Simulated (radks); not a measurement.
# Nuclear size and the levels of Si

Aim: how the total energy, the levels and the density at the nucleus of Si respond when the nuclear radius is scaled.

The numbers are computed with radks (a radial shooting solver on a logarithmic mesh, Libxc functionals) version 1 (Dirac Kohn-Sham, BLYP, spin-unpolarised, spherical densities, finite nucleus; open shells fill j = l - 1/2 first), except any that are marked as measured or tabulated.

**1. The system**

* element: silicon (Z = 14)
* charge: 0
* electrons: 14
* configuration: [Ne] 3s2 3p2
* nuclear rms radius: 3.1224 fm

**2. rms radius 3.1224 fm**

Settings of this run:

```text
Z 14
configuration [Ne] 3s2 3p2 4s0 3d0
relativity Dirac
functional b88,lyp
spin unpolarised
j_filling energy
nucleus finite rms 3.1224 fm
c 137.035999084
```

**3. rms radius 2.7977 fm**

Changes since step 2:

```diff
@@ -6,3 +6,3 @@
 j_filling energy
-nucleus finite rms 3.1224 fm
+nucleus finite rms 2.7977 fm
 c 137.035999084
```

**4. rms radius 3.01 fm**

Changes since step 3:

```diff
@@ -6,3 +6,3 @@
 j_filling energy
-nucleus finite rms 2.7977 fm
+nucleus finite rms 3.01 fm
 c 137.035999084
```

**5. rms radius 3.3753 fm**

Changes since step 4:

```diff
@@ -6,3 +6,3 @@
 j_filling energy
-nucleus finite rms 3.01 fm
+nucleus finite rms 3.3753 fm
 c 137.035999084
```

**6. rms radius 3.5189 fm**

Changes since step 5:

```diff
@@ -6,3 +6,3 @@
 j_filling energy
-nucleus finite rms 3.3753 fm
+nucleus finite rms 3.5189 fm
 c 137.035999084
```

Before running it: what results should come out? Wanted: for each run, rms radius; total energy shift; density at nucleus; 1s1/2 shift.

**Answer**, as computed:

| rms radius (fm) | total energy shift (eV) | density at nucleus (e/bohr³) | 1s1/2 shift (meV) |
| --- | --- | --- | --- |
| 2.7977 | -0.00104 | 1913 | -0.435 |
| 3.01 | -0.000374 | 1912 | -0.156 |
| 3.1224 | 0 | 1911 | 0 |
| 3.3753 | 0.000892 | 1909 | 0.372 |
| 3.5189 | 0.00143 | 1908 | 0.595 |

**Reading.** Shifts are against the first run. Over the range the 1s1/2 level moves by 0.00103 eV and the 1s1/2 level by 1.03 meV. A larger nucleus binds the 1s electrons less and lowers the density at its centre. These are shifts of eigenvalues, not the field shifts of spectral lines.
